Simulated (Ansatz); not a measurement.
# TlPtN: the cost of one run

Method: DFT PBE, scalar-relativistic, plane waves, PAW, unless a step names another level, in Ansatz 0.2.0.

2 further runs of the same task are left out: 1 that didn't finish, 1 set aside as unsound or not needed.

### Step 1. The starting structure

Symmetry: P4/mmm, No. 123, tetragonal system. The conventional cell has a = 4.155 Å, b = 4.155 Å, c = 7.721 Å, α = 90.00°, β = 90.00°, γ = 90.00°. Tl (site symmetry 4mm) has 4 Pt at 2.95 Å and 1 Tl at 3.15 Å as nearest neighbours. Pt (site symmetry 4mm) is surrounded by 1 N at 2.00 Å. N (site symmetry 4mm) has 1 N at 1.14 Å as nearest neighbours.

Coordinates:

```cif
data_structure
_symmetry_space_group_name_H-M 'P4/mmm'
_symmetry_Int_Tables_number 123
_cell_length_a 4.1550
_cell_length_b 4.1550
_cell_length_c 7.7208
_cell_angle_alpha 90.000
_cell_angle_beta 90.000
_cell_angle_gamma 90.000
_cell_volume 133.30
loop_
_atom_site_label
_atom_site_type_symbol
_atom_site_symmetry_multiplicity
_atom_site_Wyckoff_symbol
_atom_site_fract_x
_atom_site_fract_y
_atom_site_fract_z
_atom_site_occupancy
Tl1 Tl 2 g 0.00000 0.00000 0.79615 1
Pt1 Pt 2 h 0.50000 0.50000 0.16701 1
N1 N 2 h 0.50000 0.50000 0.42620 1
```

It came out lowest among 23 distinct ends of the trial cells. At a tolerance of 0.05 Å it has space group P4/mmm (No. 123).

### Step 2. A stricter relaxation, on the response runs' mesh and smearing

input.yaml

```yaml
crystal:
  lattice:
    - [4.1550427445, 0.0, 0.0]
    - [0.0, 4.1550427445, 0.0]
    - [0.0, 0.0, 7.7208488027]
  atoms:
    - { symbol: Tl, position: [0.0, 0.0, 0.796154211] }
    - { symbol: Tl, position: [0.0, 0.0, 0.203845789] }
    - { symbol: Pt, position: [0.5, 0.5, 0.1670136547] }
    - { symbol: Pt, position: [0.5, 0.5, 0.8329863453] }
    - { symbol: "N", position: [0.5, 0.5, 0.4262027475] }
    - { symbol: "N", position: [0.5, 0.5, 0.5737972525] }
basis:
  ecutwfc: 420
kpoints:
  mp_grid: { grid: [8, 8, 4] }
hamiltonian:
  xc: pbe
scf:
  occupations: { method: gaussian, width: 0.1 }
output:
  forces: true
  stress: true
  eigenvalues: true
relax:
  adjacent_minimum: "off"
  f_tol: 0.001
  max_steps: 60
  cell: { stress_tol: 0.01 }
```

Command:

```bash
$ ansatz run input.yaml --threads 3 --pin off --max-ram 7680MiB --backend cpu --events-out ev --progress --plain --runs-dir out
```

Q: Estimate wall time and peak memory on 3 threads of Arm Neoverse V1, shared host.

About 33 s, with a peak of 0.56 GiB.
